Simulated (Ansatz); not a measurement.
# H2SiTi: the cost of one run

Method: UKS PBE0/def2-TZVP; program: Ansatz 0.2.0, Gaussian basis.

### 1 Where the work starts

4 atoms, charge 0, spin multiplicity 3.

Atoms are counted from 1 here; the program's logs count them from 0.

Bond lengths: Ti1–Si2 3.182 Å, Si2–H3 1.509 Å, Si2–H4 1.509 Å. Angles: Ti1–Si2–H3 134.9°, Ti1–Si2–H4 134.9°, H3–Si2–H4 90.3°.

The start was built by rule and, where that kept it together, relaxed with GFN2-xTB. Sticks and bond lists go by distance. 

### 2 The run

in.yaml reads:

```yaml
crystal:
  periodic: [false, false, false]
  atoms:
    - {symbol: Ti, position_ang: [-1.255850, 0.002623, -0.000335]}
    - {symbol: Si, position_ang: [1.925760, -0.004022, 0.000514]}
    - {symbol: H, position_ang: [2.992405, 1.063497, -0.001543]}
    - {symbol: H, position_ang: [2.987935, -1.075988, 0.003140]}
basis:
  gaussian: {orbitals: def2-TZVP}
magnetization: {spin_polarized: true, initial_magnetization: 2}
hamiltonian: {xc: pbe0}
relax: {f_tol: 0.004, max_steps: 80}
```

Command:

```console
> ansatz run in.yaml --threads 1 --pin off --events-out ev --progress --plain --max-ram 2176MiB
```

Q: Estimate wall time and peak memory on 1 thread of Intel Xeon 6975P-C, shared host.

About 6.2 min, with a peak of 0.34 GiB.
